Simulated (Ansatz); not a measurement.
# H₁₀N₂OSi (built from SMILES N.N[SiH3].O): search for a transition state

Is there a first-order saddle for this ligand exchange through a proton shuttle, which should form Si1–N7, H6–O9, H2–H8 and break Si1–H2, H6–N7, H8–O9, and which two structures does it connect?

Program: Ansatz 0.2.0, Gaussian basis. Level of theory: PBE0-D4, def2-SVP first, then def2-TZVP. These are calculated values, not measurements.

190 further runs of the same task are left out: 190 set aside as unsound or not needed.

### 1 The starting structure

The guess: 14 atoms, charge 0, spin multiplicity 1.

Atoms are counted from 1 here; the program's logs count them from 0.

Bond lengths: Si1–H3 1.496 Å, Si1–H4 1.456 Å, Si1–N5 1.725 Å, Si1–N7 1.838 Å, N5–H10 1.007 Å, N5–H11 1.008 Å, H6–N7 1.213 Å, N7–H12 1.010 Å, N7–H13 1.012 Å, O9–H14 0.958 Å. Angles: H3–Si1–H4 101.1°, H3–Si1–N5 97.0°, H3–Si1–N7 97.5°, H4–Si1–N5 135.7°, H4–Si1–N7 110.9°, N5–Si1–N7 106.3°, Si1–N5–H10 116.5°, Si1–N5–H11 119.0°, H10–N5–H11 109.9°, Si1–N7–H6 111.0°, Si1–N7–H12 110.9°, Si1–N7–H13 111.3°, H6–N7–H12 106.6°, H6–N7–H13 108.7°, H12–N7–H13 108.1°.

Geometry (Å):

```xyz
14
charge 0, multiplicity 1
Si    0.2272    1.1672   -0.0475
H    -0.8833    0.0281    1.3067
H     1.0182    1.9933   -1.0117
H    -0.8630    2.0781    0.2734
N     1.5687    0.4989    0.8067
H    -0.7966   -1.0772   -0.6499
N    -0.3241   -0.1240   -1.2332
H    -1.1924   -0.9360    1.0117
O    -1.3050   -1.9394    0.1835
H     2.3674    1.0997    0.9302
H     1.3995   -0.0248    1.6506
H    -1.0491    0.2309   -1.8409
H     0.4424   -0.4442   -1.8109
H    -0.6098   -2.5505    0.4313
```

Distances that are to change: Si1–N7 1.84 Å, H6–O9 1.30 Å, H2–H8 1.05 Å, Si1–H2 2.09 Å, H6–N7 1.21 Å, H8–O9 1.31 Å.

### 2 Constrained relaxation of the guess

hold/in.yaml

```yaml
crystal:
  periodic: [false, false, false]
  atoms:
    - {symbol: Si, position_ang: [0.227200, 1.167200, -0.047500]}
    - {symbol: H, position_ang: [-0.883300, 0.028100, 1.306700]}
    - {symbol: H, position_ang: [1.018200, 1.993300, -1.011700]}
    - {symbol: H, position_ang: [-0.863000, 2.078100, 0.273400]}
    - {symbol: N, position_ang: [1.568700, 0.498900, 0.806700]}
    - {symbol: H, position_ang: [-0.796600, -1.077200, -0.649900]}
    - {symbol: N, position_ang: [-0.324100, -0.124000, -1.233200]}
    - {symbol: H, position_ang: [-1.192400, -0.936000, 1.011700]}
    - {symbol: O, position_ang: [-1.305000, -1.939400, 0.183500]}
    - {symbol: H, position_ang: [2.367400, 1.099700, 0.930200]}
    - {symbol: H, position_ang: [1.399500, -0.024800, 1.650600]}
    - {symbol: H, position_ang: [-1.049100, 0.230900, -1.840900]}
    - {symbol: H, position_ang: [0.442400, -0.444200, -1.810900]}
    - {symbol: H, position_ang: [-0.609800, -2.550500, 0.431300]}
basis:
  gaussian: {orbitals: def2-SVP}
hamiltonian: {xc: pbe0, dispersion: d4}
relax: {f_tol: 0.04, max_steps: 150, escape_saddle: false, constraints: [{distance: [0, 6]}, {distance: [5, 8]}, {distance: [1, 7]}, {distance: [0, 1]}, {distance: [5, 6]}, {distance: [7, 8]}]}
```

Run with:

```console
> ansatz run in.yaml --threads 8 --pin off --events-out ev --progress --plain --max-ram 19148MiB
```

Further steps of the session: A starting Hessian; Saddle search in the small basis; Saddle search in triple zeta; Checking the order of the point; Relaxing after a step of 0.30 Å one way along the mode; Relaxing after a step of 0.30 Å the other way along the mode.

Q: Predict the outcome of this session. Wanted: imaginary mode; barrier from the start side; barrier from the end side; energy of the step; pairs that change; zero-point energy at the saddle.

**Answer**, as computed:

| quantity | value |
| --- | --- |
| imaginary mode | 1411i cm⁻¹ |
| barrier from the start side | 25.2 kcal/mol |
| barrier from the end side | 35.9 kcal/mol |
| energy of the step | -10.7 kcal/mol |
| pairs that change | Si1–N7 formed, H2–H8 formed, H6–O9 formed, Si1–H2 broken, H6–N7 broken, H8–O9 broken |
| zero-point energy at the saddle | 2.965 eV |

**Reading.** One imaginary mode, 1411i cm⁻¹, makes this a first-order saddle. It joins the planned start and end. At PBE0-D4/def2-TZVP the electronic barrier is 25.2 kcal/mol, about 43 kT at 298 K, and the step runs 10.7 kcal/mol downhill. With so stiff a mode tunnelling counts: Wigner's rough correction is a factor of 2.9 at 298 K. A step off the saddle overshot and began above it in energy, so the link to its end is likely but not proven. Lower complexes than these ends may exist.
